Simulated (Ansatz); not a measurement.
# C2H3AgFN: the cost of one run

Program: Ansatz 0.2.0. Level of theory: RKS PBE0-D4/def2-SVP. These are calculated values, not measurements.

## Step 1: The system as given

Bond lengths: C1–C2 1.426 Å, C2–N3 1.150 Å, N3–Ag4 1.980 Å, Ag4–F5 1.928 Å, C1–H6 1.090 Å, C1–H7 1.090 Å, C1–H8 1.090 Å. Angles: C1–C2–N3 179.6°, C2–C1–H6 109.6°, C2–C1–H7 109.6°, C2–C1–H8 109.6°, H6–C1–H7 109.3°, H6–C1–H8 109.3°, H7–C1–H8 109.3°, C2–N3–Ag4 172.1°, N3–Ag4–F5 178.7°.

Structure file:

```xyz
8

C     0.1618   -1.5179    0.8321
C     0.0937   -0.2470    0.1899
N     0.0461    0.7803   -0.3239
Ag   -0.2552    2.4529   -1.3404
F    -0.5835    4.0638   -2.3481
H    -0.0259   -1.3991    1.8993
H     1.1518   -1.9497    0.6855
H    -0.5888   -2.1833    0.4057
```

## Step 2: Relaxing end A

Input file input.yaml:

```yaml
crystal:
  periodic: [false, false, false]
  atoms:
    - { symbol: C, position_ang: [0.16179, -1.51788, 0.8321] }
    - { symbol: C, position_ang: [0.09366, -0.24704, 0.18991] }
    - { symbol: "N", position_ang: [0.04615, 0.78034, -0.32386] }
    - { symbol: Ag, position_ang: [-0.25521, 2.4529, -1.34043] }
    - { symbol: F, position_ang: [-0.58346, 4.06379, -2.34814] }
    - { symbol: H, position_ang: [-0.02592, -1.39914, 1.89929] }
    - { symbol: H, position_ang: [1.15183, -1.94967, 0.68549] }
    - { symbol: H, position_ang: [-0.58885, -2.18332, 0.40565] }
basis:
  gaussian: { orbitals: def2-SVP }
hamiltonian:
  xc: pbe0
  dispersion: d4
relax:
  f_tol: 0.02
  max_steps: 50
output:
  orbitals: {}
```

Started as:

```console
$ ansatz run input.yaml --threads 2 --pin off --max-ram 3072MiB --backend cpu --events-out ev --progress --plain --runs-dir out
```

What time and memory should one allow on 2 threads of AMD EPYC 9R14 (Zen 4), shared host?

About 16 s, with a peak of 0.24 GiB.
